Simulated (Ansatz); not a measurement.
# CH₄ClInO: how energies converge with the basis set

One table from this session's results is given with a row withheld; the runs are named, their logs left out.

Method: one geometry, several basis sets; program: Ansatz 0.2.0, Gaussian basis.

The runs, in order: PBE0-D4/def2-SVP; ωB97M-V/def2-SVP; PBE0-D4/def2-QZVPP; ωB97M-V/def2-QZVPP; the functionals' def2-TZVPP values are taken from earlier runs.

## The relaxed structure

An earlier PBE0-D4 in a triple-zeta def2 set relaxation fixed the geometry. In takes the def2 core potential; no spin-orbit term is included.

8 atoms, charge 0, spin multiplicity 1.

Atoms are counted from 1 here; the program's logs count them from 0.

Bond lengths: C1–In2 2.131 Å, C1–H5 1.090 Å, C1–H6 1.088 Å, C1–H7 1.090 Å, In2–O3 1.978 Å, In2–Cl4 2.327 Å, O3–H8 0.960 Å. Angles: In2–C1–H5 109.7°, In2–C1–H6 109.0°, In2–C1–H7 109.3°, H5–C1–H6 110.0°, H5–C1–H7 109.1°, H6–C1–H7 109.7°, C1–In2–O3 129.7°, C1–In2–Cl4 122.2°, O3–In2–Cl4 108.1°, In2–O3–H8 113.3°.

As a file:

```tsv
atom	x (Å)	y (Å)	z (Å)
C1	-0.8330	1.0321	-0.2872
In2	0.3713	-0.7231	-0.1847
O3	1.6182	-1.3200	1.2300
Cl4	0.3798	-2.3202	-1.8774
H5	-0.2132	1.9133	-0.1234
H6	-1.3009	1.0842	-1.2684
H7	-1.6015	0.9880	0.4847
H8	1.6717	-0.7114	1.9707
```

The first run:

The input, in.yaml:

```yaml
crystal:
  periodic: [false, false, false]
  atoms:
    - {symbol: C, position_ang: [-0.833041, 1.032146, -0.287220]}
    - {symbol: In, position_ang: [0.371291, -0.723100, -0.184716]}
    - {symbol: O, position_ang: [1.618191, -1.320046, 1.229958]}
    - {symbol: Cl, position_ang: [0.379756, -2.320194, -1.877445]}
    - {symbol: H, position_ang: [-0.213165, 1.913348, -0.123404]}
    - {symbol: H, position_ang: [-1.300939, 1.084189, -1.268415]}
    - {symbol: H, position_ang: [-1.601548, 0.988017, 0.484680]}
    - {symbol: H, position_ang: [1.671655, -0.711361, 1.970664]}
basis:
  gaussian: {orbitals: def2-SVP}
hamiltonian: {xc: pbe0, dispersion: d4}
output: {orbitals: {seedname: orbitals}}
```

Among the steps run: PBE0-D4 in def2-SVP; ωB97M-V in def2-SVP; PBE0-D4 in def2-QZVPP; ωB97M-V in def2-QZVPP.

One table of the session follows, with a row left open; its other results are not shown here.

It belongs to the step «Functionals by basis». 

| functional | basis | HOMO (eV) |
| --- | --- | --- |
| PBE0-D4 | def2-SVP | -8.04 |
| PBE0-D4 | def2-TZVPP | -8.21 |
| PBE0-D4 | def2-QZVPP | -8.24 |
| ωB97M-V | def2-SVP | -10.23 |
| ωB97M-V | def2-TZVPP | ? |
| ωB97M-V | def2-QZVPP | -10.46 |

Estimate the missing values for ωB97M-V, def2-TZVPP.

As computed: HOMO (eV): -10.43. In the column «HOMO (eV)» it lies between ωB97M-V, def2-QZVPP (-10.46) and ωB97M-V, def2-SVP (-10.23).
